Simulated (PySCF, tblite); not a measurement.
**C₇H₁₄FNSi: geometry, infrared bands and NMR shifts**

Wanted: the infrared bands and NMR shifts of C₇H₁₄FNSi (`CC#CC[C@H](F)[SiH2]N(C)C`), by calculation.

The runs use tblite 0.8.0 and PySCF 2.14.0, with density-fitted response routines of our own; the level of theory stands in each step. All values are computed, except where a source is named. Atoms count from 0, in the outputs and in this text.

### Step 1. Starting geometry

24 atoms, charge 0, multiplicity 1; geometry from: force field or distance geometry start.

Bonds of the start (Å): C0–C1 1.45, C1–C2 1.22, C2–C3 1.45, C3–C4 1.52, C4–F5 1.37, C4–Si6 1.87, Si6–N7 1.74, N7–C8 1.46, N7–C9 1.47, C0–H10 1.10, C0–H11 1.09, C0–H12 1.09, C3–H13 1.10, C3–H14 1.11, C4–H15 1.09, Si6–H16 1.49, Si6–H17 1.48, C8–H18 1.10, C8–H19 1.09, C8–H20 1.11, C9–H21 1.10, C9–H22 1.11, C9–H23 1.10.

### Step 2. Optimising the geometry with GFN2-xTB

Job settings and geometry (Å):

```
{"job": {"kind": "relax", "xc": "GFN2-xTB", "basis": "xTB"}, "charge": 0, "multiplicity": 1}
C     -4.563100     0.734600    -0.627300
C     -3.477100    -0.072600    -0.117300
C     -2.559800    -0.748200     0.321700
C     -1.461100    -1.551600     0.832700
C     -0.152800    -1.335000     0.091500
F      0.690100    -2.355100     0.435900
Si     0.727500     0.286600     0.414300
N      2.186100     0.499900    -0.507600
C      2.844900     1.804900    -0.543900
C      3.213400    -0.547800    -0.507300
H     -5.326100     0.914000     0.147000
H     -4.209300     1.704900    -0.972700
H     -5.067600     0.239500    -1.457100
H     -1.727100    -2.620000     0.756600
H     -1.328800    -1.361900     1.915500
H     -0.323800    -1.433000    -0.981700
H      1.123000     0.403100     1.847500
H     -0.138600     1.439300     0.091700
H      3.359800     2.025400     0.402100
H      3.572400     1.867400    -1.357400
H      2.114100     2.619500    -0.722900
H      3.949000    -0.374600    -1.308800
H      3.758800    -0.575000     0.457400
H      2.784400    -1.544600    -0.705800
```

The run is started by

```bash
> OMP_NUM_THREADS=1 python probes_run.py task.json out
```

One launch serves the whole session: the jobs run in the order shown.

**Question.** This job is followed by: GFN2-xTB harmonic vibrations, gas phase; GIAO PBE0/pcSseg-1 NMR shielding, non-relativistic, gas phase. Predict these results of the whole session: strongest single infrared mode (GFN2-xTB); zero-point energy (GFN2-xTB); ¹³C shifts against TMS (PBE0/pcSseg-1, means over atoms taken as alike); ¹H shifts against TMS (PBE0/pcSseg-1, means over atoms taken as alike); ¹⁹F shifts against CFCl3 (PBE0/pcSseg-1); ²⁹Si shifts against TMS (PBE0/pcSseg-1); ¹⁵N shifts against NH3 (PBE0/pcSseg-1).

As calculated:

```
                                                               quantity                                         value
                              strongest single infrared mode (GFN2-xTB)                         2158 cm⁻¹, 340 km/mol
                                           zero-point energy (GFN2-xTB)                                119.8 kcal/mol
¹³C shifts against TMS (PBE0/pcSseg-1, means over atoms taken as alike)         92.5, 87.4, 80.5, 41.6, 24.6, 4.8 ppm
 ¹H shifts against TMS (PBE0/pcSseg-1, means over atoms taken as alike)  5.01, 4.92, 4.82, 3.04, 2.71, 2.69, 1.94 ppm
                               ¹⁹F shifts against CFCl3 (PBE0/pcSseg-1)                                    -242.3 ppm
                                ²⁹Si shifts against TMS (PBE0/pcSseg-1)                                     -30.6 ppm
                                 ¹⁵N shifts against NH3 (PBE0/pcSseg-1)                                      15.6 ppm
```

What this shows: The optimisation took 113 steps and gained 0.286 eV; among the close pairs (by a distance rule), C4–Si6 changed most, from 1.873 to 1.917 Å. All 66 modes are real, so the xTB geometry is a minimum. The strongest single mode, at 2158 cm⁻¹, moves mainly H16. Unscaled tight-binding wavenumbers are off by several per cent, some by more. Its intensities can rank the bands wrongly. The most deshielded carbon is C4 (sp3 CH bonded to F and Si), at 92.5 ppm: deshielded by the electronegative neighbour. H15 (hydrogen on an sp3 CH bonded to F and Si) lies farthest downfield among hydrogen, at 5.01 ppm; its carbon carries F, which withdraws density.
